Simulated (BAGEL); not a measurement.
# A workflow on C4H12Sn (tetramethyltin), part 2 of 2

BAGEL 1.2.2.

## Step 5: Bond 2-1 at 6.013 A: the energy at PBE0/x2c-SVPall (DKH2, density fitting with AutoAux) (run 15)

Contents of input.json:

```json
{ "bagel" : [

{
  "title" : "molecule",
  "basis" : "x2c-svpall.json",
  "df_basis" : "x2c-svpall-autoaux.json",
  "angstrom" : true,
  "dkh" : true,
  "geometry" : [
    { "atom" : "C", "xyz" : [   -1.261644,    2.371925,   -5.379818 ] },
    { "atom" : "Sn", "xyz" : [   -0.000010,   -0.000030,    0.000060 ] },
    { "atom" : "C", "xyz" : [    2.084150,    0.281310,    0.435320 ] },
    { "atom" : "C", "xyz" : [   -0.449910,   -2.099920,   -0.019970 ] },
    { "atom" : "C", "xyz" : [   -1.183640,    0.971530,    1.505860 ] },
    { "atom" : "H", "xyz" : [   -1.042254,    3.440735,   -5.384828 ] },
    { "atom" : "H", "xyz" : [   -0.664334,    1.891275,   -6.156168 ] },
    { "atom" : "H", "xyz" : [   -2.317294,    2.233085,   -5.618178 ] },
    { "atom" : "H", "xyz" : [    2.328700,   -0.141750,    1.410880 ] },
    { "atom" : "H", "xyz" : [    2.329620,    1.344380,    0.446530 ] },
    { "atom" : "H", "xyz" : [    2.699990,   -0.209230,   -0.320080 ] },
    { "atom" : "H", "xyz" : [   -0.213990,   -2.548310,    0.946360 ] },
    { "atom" : "H", "xyz" : [    0.134420,   -2.606500,   -0.789680 ] },
    { "atom" : "H", "xyz" : [   -1.509250,   -2.259180,   -0.227230 ] },
    { "atom" : "H", "xyz" : [   -2.246520,    0.832330,    1.302350 ] },
    { "atom" : "H", "xyz" : [   -0.961290,    0.556140,    2.489990 ] },
    { "atom" : "H", "xyz" : [   -0.970980,    2.041550,    1.524580 ] }
  ]
},
{
  "title" : "ks",
  "xc_func" : "pbe0"
},
{
  "title" : "print",
  "file" : "orbitals.molden",
  "orbitals" : true
}

]}
```

The basis set x2c-SVPall is read from a file made from the Basis Set Exchange's data (not shown).

Started as:

```bash
$ BAGEL_NUM_THREADS=1 BAGEL input.json > input.out
```

Log:

```text
* using 1 threads per process

  ===============================================================
  ===============================================================

  *** Geometry ***

  { "atom" : "C", "xyz" : [     -2.384162,      4.482289,    -10.166383 ] },
  { "atom" : "Sn", "xyz" : [     -0.000019,     -0.000057,      0.000113 ] },
  { "atom" : "C", "xyz" : [      3.938473,      0.531599,      0.822636 ] },
  { "atom" : "C", "xyz" : [     -0.850207,     -3.968274,     -0.037738 ] },
  { "atom" : "C", "xyz" : [     -2.236755,      1.835926,      2.845663 ] },
  { "atom" : "H", "xyz" : [     -1.969575,      6.502047,    -10.175850 ] },
  { "atom" : "H", "xyz" : [     -1.255409,      3.573992,    -11.633472 ] },
  { "atom" : "H", "xyz" : [     -4.379051,      4.219919,    -10.616818 ] },
  { "atom" : "H", "xyz" : [      4.400605,     -0.267869,      2.666177 ] },
  { "atom" : "H", "xyz" : [      4.402344,      2.540510,      0.843819 ] },
  { "atom" : "H", "xyz" : [      5.102242,     -0.395387,     -0.604864 ] },
  { "atom" : "H", "xyz" : [     -0.404382,     -4.815608,      1.788361 ] },
  { "atom" : "H", "xyz" : [      0.254017,     -4.925571,     -1.492279 ] },
  { "atom" : "H", "xyz" : [     -2.852069,     -4.269231,     -0.429402 ] },
  { "atom" : "H", "xyz" : [     -4.245308,      1.572876,      2.461085 ] },
  { "atom" : "H", "xyz" : [     -1.816575,      1.050952,      4.705399 ] },
  { "atom" : "H", "xyz" : [     -1.834886,      3.857970,      2.881039 ] },

  Number of auxiliary basis functions:     1114

  Since a DF basis is specified, we compute 2- and 3-index integrals:
    o Being stored without compression. Storage requirement is 0.206 GB

  Number of basis functions:      152
  Number of electrons      :       86

    * METHOD: MOLECULE                             1.58

  *** Kohn-Sham DFT ***

    * Removing 30900 points whose weight is below 1.00e-10
    * Grid points: 222502

  === Nuclear Repulsion ===
   438.2785226850

       - DIIS with orbital gradients will be used.

  === KS iteration (pbe0 / x2c-svpall.json) ===
      0      -6269.88711557          0.08051095           2.25
      1      -5817.13738486          0.11250152           2.47
      2      -6238.78918354          0.09537674           2.32
      3      -6309.69655394          0.04547070           2.27
      4      -6323.68178923          0.02359811           2.19
      5      -6135.46161673          0.12349431           2.31
      6      -6185.99131614          0.13756178           2.26
      7      -6130.98289037          0.11048662           2.25
      8      -6132.42098626          0.11138026           2.40
      9      -6133.22528672          0.10429337           2.16
[... 54 lines of this table left out ...]
     64      -6333.09369774          0.00000089           2.18
     65      -6333.09369774          0.00000025           2.14
     66      -6333.09369774          0.00000002           2.84
     67      -6333.09369774          0.00000001           3.07
    * SCF iteration converged.

    * Permanent dipole moment:
           (   -0.290516,     0.545270,    -1.237536) a.u.

    * METHOD: KS                                 158.89

    * METHOD: PRINT                                0.04

  ===============================================================
```

Wall time 2.7 min (1 thread of Intel Xeon 6975P-C (Granite Rapids), shared host); peak memory 1.6 GiB.

## Step 6: Overview of the runs

```tsv
run	level	frozen core orbitals	partner	energy (Eh)	dipole moment (D)	HOMO energy (eV)	LUMO energy (eV)	wall time
1	PBE0/x2c-SVPall (DKH2, density fitting with AutoAux)	–	bond 2-1 at 1.825 A	-6333.235437	0.85	-7.45	1.22	58 s
2	RI-MP2/x2c-SVPall (DKH2, density fitting with AutoAux)	22	bond 2-1 at 2.148 A	-6330.589165	–	–	–	16 s
3	PBE0/x2c-SVPall (DKH2, density fitting with AutoAux)	–	bond 2-1 at 2.148 A	-6333.281086	0.00	-7.65	1.15	41 s
4	RI-MP2/x2c-SVPall (DKH2, density fitting with AutoAux)	22	bond 2-1 at 2.470 A	-6330.572414	–	–	–	17 s
5	PBE0/x2c-SVPall (DKH2, density fitting with AutoAux)	–	bond 2-1 at 2.470 A	-6333.264595	0.72	-7.08	0.67	50 s
6	RI-MP2/x2c-SVPall (DKH2, density fitting with AutoAux)	22	bond 2-1 at 2.899 A	-6330.529904	–	–	–	15 s
7	PBE0/x2c-SVPall (DKH2, density fitting with AutoAux)	–	bond 2-1 at 2.899 A	-6333.223464	1.48	-6.31	-0.72	59 s
8	RI-MP2/x2c-SVPall (DKH2, density fitting with AutoAux)	22	bond 2-1 at 3.436 A	-6330.482789	–	–	–	16 s
9	PBE0/x2c-SVPall (DKH2, density fitting with AutoAux)	–	bond 2-1 at 3.436 A	-6333.177409	2.16	-5.58	-1.94	61 s
10	RI-MP2/x2c-SVPall (DKH2, density fitting with AutoAux)	22	bond 2-1 at 4.080 A	-6330.446923	–	–	–	18 s
11	PBE0/x2c-SVPall (DKH2, density fitting with AutoAux)	–	bond 2-1 at 4.080 A	-6333.139139	2.71	-5.06	-2.80	72 s
12	RI-MP2/x2c-SVPall (DKH2, density fitting with AutoAux)	22	bond 2-1 at 4.940 A	-6330.431767	–	–	–	17 s
13	PBE0/x2c-SVPall (DKH2, density fitting with AutoAux)	–	bond 2-1 at 4.940 A	-6333.109932	3.14	-4.71	-3.38	91 s
14	RI-MP2/x2c-SVPall (DKH2, density fitting with AutoAux)	22	bond 2-1 at 6.013 A	-6330.449802	–	–	–	16 s
15	PBE0/x2c-SVPall (DKH2, density fitting with AutoAux)	–	bond 2-1 at 6.013 A	-6333.093698	3.52	-4.49	-3.69	2.7 min
```

## Step 7: What came out

What follows sums up all 2 parts.

| quantity | value |
| --- | --- |
| bond 2-1 at 6.013 A, run 15: total energy | -6333.09370 Eh |
| bond 2-1 at 6.013 A, run 15: dipole moment | 3.52 D |
| bond 2-1 at 6.013 A, run 15: HOMO energy | -4.49 eV |
| bond 2-1 at 6.013 A, run 15: LUMO energy | -3.69 eV |
| bond 2-1 at 6.013 A, run 15: HOMO–LUMO gap | 0.80 eV |

What this shows: In runs 10, 11, 12, 13, 14, 15 a closed-shell determinant meets a far-stretched bond, which it describes badly. All runs together took 12 min, the longest 2.7 min.
